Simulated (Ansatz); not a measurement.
# FNi: the cost of one run

All numbers are computed with the Python package of Ansatz 0.2.0. Level of theory: PBE0+D4/def2-SVP.

### 1 Starting point

Bond lengths: Ni1–F2 1.629 Å.

No structure file is read: the coordinates are typed or built in the script.

### 2 The script

Input file fni.py:

```python
'''Harmonic frequencies of FNi at its relaxed geometry.'''

import itertools

import ansatz as az
from ase.data import atomic_numbers, covalent_radii
import numpy as np


def main() -> None:
    geometry_ang = [
        ('Ni', (0.8145, 0.0, 0.0)),
        ('F', (-0.8145, 0.0, 0.0)),
    ]
    mol = az.Crystal.molecule()
    for symbol, xyz in geometry_ang:
        mol = mol.atom(symbol, xyz)

    calc = (
        mol.calculation()
        .basis(gaussian='def2-SVP')  # the orbital basis, by name
        .functional('pbe0', dispersion='d4')
    )
    symbols = [site.symbol for site in mol.cartesian_sites]
    start = np.array([site.position_ang for site in mol.cartesian_sites], dtype=float)
    data = calc.relax(force_tolerance=0.003).run().report
    end = np.array(data['positions_ang'])

    # pairs closer than 1.2 times the sum of covalent radii, before or after
    radius = [covalent_radii[atomic_numbers[s]] for s in symbols]
    span = lambda where, i, j: np.linalg.norm(where[i] - where[j])
    bonded = [(i, j) for i, j in itertools.combinations(range(len(symbols)), 2) if min(span(start, i, j), span(end, i, j)) < 1.2 * (radius[i] + radius[j])]
    print('pair        before    after (A)')
    for i, j in bonded:
        print(f'{symbols[i]}{i}-{symbols[j]}{j}'.ljust(10), f'{span(start, i, j):8.4f} {span(end, i, j):8.4f}')

    # frequencies need a stationary point, so they are taken at the relaxed geometry
    minimum = az.Crystal.molecule()
    for symbol, place in zip(symbols, end):
        minimum = minimum.atom(symbol, place.tolist())
    vibrating = minimum.calculation()
    vibrating = vibrating.basis(gaussian='def2-SVP')
    vibrating = vibrating.functional('pbe0', dispersion='d4')
    vibrating = vibrating.phonons(temperatures=(200, 600, 100))
    vib = vibrating.run().report['vibrations']
    sums = vib['harmonic_sums']
    modes = [m['omega_inv_cm'] for m in sums['modes_at_gamma'] if m['rigid_motion'] == 'no']
    for number, w in enumerate(modes, start=1):
        print(f'mode {number:2d} {w:9.1f} 1/cm {w / 8065.544 * 1000:8.2f} meV')
    print('imaginary modes:', sum(w < 0 for w in modes), ' zero-point energy:', round(sums['zero_point_energy_ev'], 4), 'eV')


if __name__ == '__main__':
    main()
```

### 3 What the engine is handed

The package turns the script's settings into the engine's input (first run):

```yaml
crystal:
  periodic: [false, false, false]
  atoms:
    - { symbol: Ni, position_ang: [0.8145, 0.0, 0.0] }
    - { symbol: F, position_ang: [-0.8145, 0.0, 0.0] }
basis:
  gaussian:
    orbitals: def2-SVP
hamiltonian:
  xc: pbe0
  dispersion: d4
relax:
  f_tol: 0.003
```

### 4 The run

On the command line:

```bash
$ python fni.py
```

**Question.** How long does this script take on 1 thread of Arm Neoverse V1, shared host, and how much memory does it need?

About 46 s, with a peak of 0.21 GiB.
